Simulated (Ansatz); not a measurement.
# CH6FNOSi, SMILES NC(F)[SiH2]O: a ladder of methods at one geometry

With the Ansatz DFT code, driven from Python.

Notebook, run cell by cell (the value of a cell's last expression is shown):

**Cell 1**
```python
from pathlib import Path
import warnings

import ansatz as az
import numpy as np
```

**Cell 2**
```python
BASIS_SET = "cc-pVDZ"
```

**Cell 3**
```python
warnings.simplefilter("ignore", az.DeckWarning)

mol = (
    az.Crystal.molecule()
    .atom("N", (-0.7001, -1.0483, 1.1818))
    .atom("C", (0.5607, -0.6804, 0.6162))
    .atom("F", (1.2809, -0.2029, 1.6336))
    .atom("Si", (0.5771, 0.646, -0.737))
    .atom("O", (-0.8015, 0.4446, -1.7756))
    .atom("H", (-1.4017, -1.1809, 0.4112))
    .atom("H", (-1.0674, -0.1921, 1.6849))
    .atom("H", (1.0785, -1.571, 0.2349))
    .atom("H", (0.3312, 1.9998, -0.0922))
    .atom("H", (1.7419, 0.6392, -1.5301))
    .atom("H", (-1.5341, 1.0891, -1.6071))
)
```

**Cell 4**
```python
model = (
    mol.calculation()
    .basis(gaussian=BASIS_SET)
    .scf(lower_state_search="standard")
)
```

**Cell 5**
```python
print("functional    E (Ha)        dipole (D)   HOMO (eV)  LUMO (eV)")
for name in ["r2scan", "r2scan0", "pbe0", "hf"]:
    data = model.functional(name).forces().orbitals().run(threads=1, pin="off", runs_dir="runs").report
    lines = Path(data["orbitals_path"]).read_text().splitlines()
    field_of = lambda key: [line.split("=")[1].strip() for line in lines if line.startswith(key)]
    orbitals = [(27.211386 * float(e), s, float(n)) for e, s, n in zip(field_of("Ene="), field_of("Spin="), field_of("Occup="))]
    homo = max(e for e, _, n in orbitals if n > 0.5)
    lumo = min(e for e, _, n in orbitals if n < 0.5)
    dipole = 4.803205 * np.linalg.norm(data["charge_distribution"]["dipole_moment_e_ang"])
    print(f"{name:10s} {data['free_energy_ev'] / 27.211386246:14.6f} {dipole:9.3f} {homo:11.3f} {lumo:10.3f}")
```
Output:
```text
functional    E (Ha)        dipole (D)   HOMO (eV)  LUMO (eV)
r2scan        -560.878234     1.798      -5.559     -0.265
r2scan0       -560.841410     1.865      -6.920      0.486
pbe0          -560.630365     1.810      -6.701      0.248
hf            -559.060182     1.966     -10.324      3.627
```

What to keep in mind:
- These settings explore the input space; basis and method may be short of convergence.
- The geometry is a force-field or estimated start, not a minimum of this method, and the basis set is short of its limit. A lower total doesn't mark the better method: functionals have no common bound, and MP2 and coupled cluster aren't variational.
- Levels such as HOMO and LUMO are orbital energies: with these approximate functionals they aren't the ionisation energy and electron affinity, and their gap isn't the fundamental gap.
- For Al to Cl the sets with a tight d function, cc-pV(X+d)Z, are usual.
- It ran for 23 s on 1 thread of Arm Neoverse V1 (shared host), peak memory 0.3 GiB.
